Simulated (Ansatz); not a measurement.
# Zn2C (fluorite type): how the settings move a single-point run

Aim: see which settings change the result for Zn2C (fluorite type), by how much, and at what cost.

Computed with Ansatz 0.2.0 (reference: DFT, PBE, all-electron PAW with datasets made for the crystal, scalar-relativistic, unless a step's input says otherwise).

2 further runs of the same task are left out: 1 that didn't finish, 1 set aside as unsound or not needed.

**1. The structure to begin with**

It takes space group Immm (No. 71, orthorhombic). Conventional cell: a = 3.656 Å, b = 3.711 Å, c = 5.209 Å, α = 90.00°, β = 90.00°, γ = 90.00°. Around C (site symmetry mmm) lie 8 Zn at 2.24 to 2.27 Å. Zn (site symmetry mm2) is surrounded by 4 C at 2.24 to 2.27 Å.

As a file:

```cif
data_structure
_symmetry_space_group_name_H-M 'Immm'
_symmetry_Int_Tables_number 71
_cell_length_a 3.6556
_cell_length_b 3.7108
_cell_length_c 5.2089
_cell_angle_alpha 90.000
_cell_angle_beta 90.000
_cell_angle_gamma 90.000
_cell_volume 70.66
loop_
_atom_site_label
_atom_site_type_symbol
_atom_site_symmetry_multiplicity
_atom_site_Wyckoff_symbol
_atom_site_fract_x
_atom_site_fract_y
_atom_site_fract_z
_atom_site_occupancy
C1 C 2 a 0.00000 0.00000 0.00000 1
Zn1 Zn 4 j 0.50000 0.00000 0.25000 1
```

**2. Baseline**

input.yaml reads:

```yaml
crystal:
  lattice:
    - [-0.0195331916, 2.6044255414, 2.6044255414]
    - [2.6044255414, -0.0195331916, 2.6044255414]
    - [2.5848923498, 2.5848923498, 0.0]
  atoms:
    - { symbol: C, position: [0.0, 0.0, 0.0] }
    - { symbol: Zn, position: [0.25, 0.25, 0.25] }
    - { symbol: Zn, position: [0.75, 0.75, 0.75] }
kpoints:
  mp_grid: { grid: [11, 11, 11] }
scf:
  occupations: { method: fermi_dirac, width: 0.08 }
hamiltonian:
  xc: pbe
  pseudopotentials: { kind: all_electron, datasets: crystal }
output:
  forces: true
  stress: true
  eigenvalues: true
  efg: { contact_densities: true }
```

Run with:

```sh
> ansatz run input.yaml --threads 1 --pin off --max-ram 4096MiB --backend cpu --events-out ev --progress --plain --runs-dir out
```

**3. Changing settings: mp_grid.shift [0.5, 0.5, 0.5], n_extra_bands 2**

input.yaml: that of step 2 with these lines changed.

```diff
@@ -10,5 +10,6 @@
 kpoints:
-  mp_grid: { grid: [11, 11, 11] }
+  mp_grid: { grid: [11, 11, 11], shift: [0.5, 0.5, 0.5] }
 scf:
   occupations: { method: fermi_dirac, width: 0.08 }
+  n_extra_bands: 2
 hamiltonian:
```

**Question.** What will these runs give? Wanted: for each run, ending; energy change; pressure; gap; force.

As calculated:

| run | ending | energy change | pressure (GPa) | gap (eV) | force (eV/Å) | cycles | time |
| --- | --- | --- | --- | --- | --- | --- | --- |
| reference | converged | 0 | 0.0 | 0.02 | 0.00 | 9 | 1.9 min |
| 1: mp_grid.shift [0.5, 0.5, 0.5], n_extra_bands 2 | converged | -0.2 meV/atom | 0.0 | 0.35 | 0.00 | 9 | 2 min |

Residual by cycle in the longest SCF loop of each run; runs are numbered as in the table. The quantity is the density residual dr2, in eV.

| cycle | reference | run 1 |
| --- | --- | --- |
| 1 | 6.74 | 6.72 |
| 2 | 1.99 | 1.95 |
| 3 | 0.0586 | 0.0573 |
| 4 | 0.0212 | 0.021 |
| 5 | 7.3e-4 | 8.6e-4 |
| 6 | 1.0e-4 | 1.5e-4 |
| 7 | 1.9e-6 | 2.7e-6 |
| 8 | 1.6e-7 | 3.3e-7 |
| 9 | 4.7e-9 | 1.6e-8 |

What this shows: Changing the k-point mesh and band count moves the energy by -0.2 meV/atom, and the gap on the mesh goes from 0.02 to 0.35 eV. Sampling errors of the energy have no fixed sign. A gap read on a mesh depends on which points the mesh holds, and a coarse mesh shifts the density too.
